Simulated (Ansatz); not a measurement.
# CH7NSi: the cost of one run

Method: PBE0-D4/def2-TZVP structures, single points in def2-TZVPP, no counterpoise correction; program: Ansatz 0.2.0, Gaussian basis.

Levels: SPW92, PBE-D4, BLYP-D4, r2SCAN-D4, B97M-V, PBE0-D4, B3LYP-D4, r2SCAN0-D4, BHLYP-D4, CAM-B3LYP-D4, wB97X-V, wB97M-V, B2PLYP, PBE-QIDH, RPA on PBE, Hartree-Fock, MP2, CCSD, CCSD(T).

Cores are frozen in the correlated methods. B3LYP uses VWN-RPA correlation. B2PLYP carries no dispersion term here.

94 further runs of the same task are left out: 94 set aside as unsound or not needed.

## 1. Where the work starts

The complex: 12 atoms, charge 0, spin multiplicity 1.

Atoms are counted from 1 here; the program's logs count them from 0.

Bond lengths: Si1–C2 1.859 Å, Si1–H3 1.512 Å, Si1–H4 1.486 Å, Si1–N5 1.716 Å, C2–H8 1.093 Å, C2–H9 1.092 Å, C2–H10 1.093 Å, N5–H11 1.007 Å, N5–H12 1.009 Å, H6–Cl7 1.292 Å. Angles: C2–Si1–H3 106.7°, C2–Si1–H4 113.1°, C2–Si1–N5 110.6°, H3–Si1–H4 105.6°, H3–Si1–N5 113.7°, H4–Si1–N5 107.2°, Si1–C2–H8 110.8°, Si1–C2–H9 110.8°, Si1–C2–H10 110.5°, H8–C2–H9 108.7°, H8–C2–H10 107.8°, H9–C2–H10 108.3°, Si1–N5–H11 119.6°, Si1–N5–H12 119.6°, H11–N5–H12 110.7°.

Coordinates:

```xyz
12
charge 0, multiplicity 1
Si    0.2005   -0.4214   -0.6886
C     1.2314   -0.5669    0.8519
H    -1.0963   -1.1486   -0.4140
H     0.8045   -1.1084   -1.8600
N    -0.0098    1.2257   -1.1205
H    -2.1429   -0.1963    0.6969
Cl   -2.6075    0.6769    1.5283
H     1.3538   -1.6143    1.1385
H     2.2200   -0.1288    0.6997
H     0.7505   -0.0466    1.6847
H    -0.2864    1.4623   -2.0597
H    -0.4176    1.8664   -0.4570
```

Its parts: CH7NSi holds atoms 1, 2, 3, 4, 5, 8, 9, 10, 11, 12; HCl holds atoms 6, 7. Each part counts its atoms afresh in its own runs.

## 2. Relaxing CH7NSi alone

Input file relax-a/in.yaml:

```yaml
crystal:
  periodic: [false, false, false]
  atoms:
    - {symbol: Si, position_ang: [0.200518, -0.421442, -0.688611]}
    - {symbol: C, position_ang: [1.231434, -0.566873, 0.851883]}
    - {symbol: H, position_ang: [-1.096273, -1.148642, -0.414030]}
    - {symbol: H, position_ang: [0.804457, -1.108370, -1.860016]}
    - {symbol: N, position_ang: [-0.009818, 1.225700, -1.120519]}
    - {symbol: H, position_ang: [1.353759, -1.614253, 1.138508]}
    - {symbol: H, position_ang: [2.219952, -0.128759, 0.699696]}
    - {symbol: H, position_ang: [0.750495, -0.046603, 1.684657]}
    - {symbol: H, position_ang: [-0.286386, 1.462291, -2.059680]}
    - {symbol: H, position_ang: [-0.417617, 1.866403, -0.456978]}
basis:
  gaussian: {orbitals: def2-TZVP}
hamiltonian: {xc: pbe0, dispersion: d4}
relax: {f_tol: 0.005, max_steps: 200}
```

Command:

```sh
> ansatz run in.yaml --threads 4 --pin off --events-out ev --progress --plain --max-ram 9574MiB
```

**Question.** How long does this run take on 4 threads of Intel Xeon Platinum 8488C, shared host?

About 9.5 s.
